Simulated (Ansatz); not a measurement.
# C2F2GeN2O2: up Jacob's ladder to CCSD(T)

One table from this session's results is given with a row withheld; the runs are named, their logs left out.

Program: Ansatz 0.2.0, Gaussian basis. Level of theory: functionals in def2-TZVPP, the program's frozen cores in correlated methods. These are calculated values, not measurements.

Levels to be run: LDA (SPW92), PBE-D4, revPBE-D4, BLYP-D4, r2SCAN-D4, B97M-V, PBE0-D4, B3LYP-D4, r2SCANh-D4, r2SCAN0-D4, HSE06-D4, BHLYP-D4, CAM-B3LYP-D4, LC-ωPBE, ωB97X-V, ωB97M-V, B2PLYP, PBE-QIDH; CCSD(T)/def2-SVP; MP2/def2-TZVPP; MP2/def2-QZVPP; RPA on PBE.

### The relaxed structure

All runs share one geometry, relaxed beforehand with PBE0-D4 in a triple-zeta def2 set.

9 atoms, charge 0, spin multiplicity 1.

Atoms are counted from 1 here; the program's logs count them from 0.

Bond lengths: O1–C2 1.156 Å, C2–N3 1.209 Å, N3–Ge4 1.788 Å, Ge4–F5 1.704 Å, Ge4–F6 1.704 Å, Ge4–N7 1.780 Å, N7–C8 1.207 Å, C8–O9 1.157 Å. Angles: O1–C2–N3 175.6°, C2–N3–Ge4 137.0°, N3–Ge4–F5 110.4°, N3–Ge4–F6 110.4°, N3–Ge4–N7 111.9°, F5–Ge4–F6 106.0°, F5–Ge4–N7 108.9°, F6–Ge4–N7 109.0°, Ge4–N7–C8 137.3°, N7–C8–O9 175.7°.

The first run:

The input, in.yaml:

```yaml
crystal:
  periodic: [false, false, false]
  atoms:
    - {symbol: O, position_ang: [-0.772644, 1.019433, -3.297263]}
    - {symbol: C, position_ang: [-0.524256, 0.613188, -2.243667]}
    - {symbol: N, position_ang: [-0.271843, 0.102248, -1.177838]}
    - {symbol: Ge, position_ang: [0.105379, 0.654073, 0.480293]}
    - {symbol: F, position_ang: [-1.170147, 1.601519, 1.095393]}
    - {symbol: F, position_ang: [1.479032, 1.662139, 0.472902]}
    - {symbol: N, position_ang: [0.395923, -0.710702, 1.585206]}
    - {symbol: C, position_ang: [0.407939, -1.916059, 1.522142]}
    - {symbol: O, position_ang: [0.439216, -3.072139, 1.545632]}
basis:
  gaussian: {orbitals: def2-TZVPP}
hamiltonian: {xc: lda}
output: {orbitals: {seedname: orbitals}}
```

The run is started by

```sh
$ ansatz run in.yaml --threads 4 --pin off --events-out ev --progress --plain --max-ram 11315MiB
```

Steps of the session up to this table: LDA; PBE-D4 (GGA); revPBE-D4 (GGA); BLYP-D4 (GGA); r2SCAN-D4 (meta-GGA); B97M-V (meta-GGA); B3LYP-D4 (hybrid); r2SCANh-D4 (hybrid); r2SCAN0-D4 (hybrid); HSE06-D4 (hybrid); BHLYP-D4 (hybrid); CAM-B3LYP-D4 (range-separated); LC-ωPBE (range-separated); ωB97X-V (range-separated); ωB97M-V (range-separated); B2PLYP (double hybrid); PBE-QIDH (double hybrid).

One of the session's tables, all rows but one given; the rest of the session is left out.

It belongs to the step «Frontier levels by functional». 

| functional | HOMO (eV) | gap (eV) |
| --- | --- | --- |
| LDA (SPW92) | -8.47 | 5.79 |
| PBE-D4 | -8.20 | 5.89 |
| revPBE-D4 | ? | ? |
| BLYP-D4 | -8.06 | 5.80 |
| r2SCAN-D4 | -8.56 | 6.54 |
| B97M-V | -8.55 | 6.62 |
| PBE0-D4 | -9.69 | 8.47 |
| B3LYP-D4 | -9.43 | 7.86 |
| r2SCANh-D4 | -9.11 | 7.49 |
| r2SCAN0-D4 | -9.95 | 8.91 |
| HSE06-D4 | -9.29 | 7.69 |
| BHLYP-D4 | -11.08 | 11.00 |
| CAM-B3LYP-D4 | -11.09 | 10.96 |
| LC-ωPBE | -12.42 | 13.67 |
| ωB97X-V | -12.04 | 13.20 |
| ωB97M-V | -11.94 | 12.94 |

Estimate the missing values for revPBE-D4.

As computed: HOMO (eV): -8.11; gap (eV): 5.94. In the column «HOMO (eV)» it lies between PBE-D4 (-8.20) and BLYP-D4 (-8.06).
